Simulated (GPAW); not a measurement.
The system is Ga3Se.

```
CELL_PARAMETERS angstrom
4.43246 0.00000 0.00000
0.00000 4.43246 0.00000
0.00000 0.00000 4.43246
ATOMIC_POSITIONS crystal
Se 0.00000 0.00000 0.00000
Ga 0.50000 0.50000 0.00000
Ga 0.50000 0.00000 0.50000
Ga 0.00000 0.50000 0.50000
```

The cell comes from a database or a generator and needn't be the stable form of this composition.

```yaml
Program: GPAW 26.7.0
Task: single point
Functional: PBE
Potentials_or_basis: GPAW PAW data sets (gpaw-data 1.2.1)
Cutoff: 600 eV
Basis: pw
k_mesh: 6 × 6 × 6
Occupations: fermi-dirac, width 0.05 eV
Spin: no spin polarisation
```

On this cell: pressure -0.9 GPa; largest force zero by symmetry; band gap on the k mesh none (metal or under the smearing width).

The same run follows on a disturbed copy (atoms moved at random, drawn with an rms of 0.05 Å):

```
Se Ga
1.0
     4.43246    0.00000    0.00000
     0.00000    4.43246    0.00000
     0.00000    0.00000    4.43246
Se Ga
1 3
Direct
  0.00095 0.00236 0.00273
  0.51229 0.49150 0.99960
  0.50638 0.00118 0.49701
  0.00502 0.49849 0.49096
```

Task: What does the disturbed cell give?

Result: The energy (extrapolated to zero smearing) moves by +0.9 meV/atom; pressure -0.8 GPa; largest force 0.086 eV/Å; band gap on the k mesh none (metal or under the smearing width).

Forces on the atoms (eV/Å):
```
Se   0.022 -0.025 -0.025
Ga  -0.042  0.049 -0.057
Ga  -0.027 -0.057  0.034
Ga   0.047  0.033  0.048
```
